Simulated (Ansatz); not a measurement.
# LaTiO3: the cost of one run

Program: Ansatz 0.2.0. Level of theory: DFT r²SCAN+U (U_eff = 2 eV on Ti d), plane waves, PAW, no spin–orbit coupling unless a run says so. These are calculated values, not measurements.

**1. The structure to begin with**

It takes space group Pm-3m (No. 221, cubic). The conventional cell has a = 3.920 Å, b = 3.920 Å, c = 3.920 Å, α = 90.00°, β = 90.00°, γ = 90.00°. La (site symmetry m-3m) is surrounded by 12 O at 2.77 Å. Ti (site symmetry m-3m) is surrounded by 6 O at 1.96 Å. O (site symmetry 4/mmm) is surrounded by 2 Ti at 1.96 Å and 4 La at 2.77 Å.

As a file:

```
La Ti O
1.0
     3.92000    0.00000    0.00000
     0.00000    3.92000    0.00000
     0.00000    0.00000    3.92000
La Ti O
1 1 3
Direct
  0.00000 0.00000 0.00000
  0.50000 0.50000 0.50000
  0.00000 0.50000 0.50000
  0.50000 0.50000 0.00000
  0.50000 0.00000 0.50000
```

Magnetic order typed: ferromagnetic.

**2. From atoms, symmetry kept, no search**

input.yaml reads:

```yaml
crystal:
  lattice:
    - [3.9200046, 0.0, 0.0]
    - [0.0, 3.9200046, 0.0]
    - [0.0, 0.0, 3.9200046]
  atoms:
    - { symbol: La, position: [0.0, 0.0, 0.0] }
    - { symbol: Ti, position: [0.5, 0.5, 0.5], spin: 1.0 }
    - { symbol: O, position: [0.0, 0.5, 0.5] }
    - { symbol: O, position: [0.5, 0.5, 0.0] }
    - { symbol: O, position: [0.5, 0.0, 0.5] }
basis:
  ecutwfc: 500
  ecutrho_ratio: 4
kpoints:
  mp_grid: { grid: [5, 5, 5] }
hamiltonian:
  xc: r2scan
  hubbard: { sites: [{ site: 1, l: d, u_eff: 2.0 }] }
scf:
  occupations: { method: gaussian, width: 0.05 }
  lower_state_search: "off"
  max_iter: 150
output:
  forces: true
  stress: true
  eigenvalues: true
  populations: true
  hubbard: { sites: [{ site: 1, l: d }] }
magnetization:
  spin_polarized: true
```

Started as:

```bash
$ ansatz run input.yaml --threads 4 --pin off --max-ram 6144MiB --backend cpu --events-out ev --progress --plain --runs-dir out
```

**Question.** How long does this run take on 4 threads of Arm Neoverse V2, shared host, and how much memory does it need?

About 3.5 s, with a peak of 0.54 GiB.
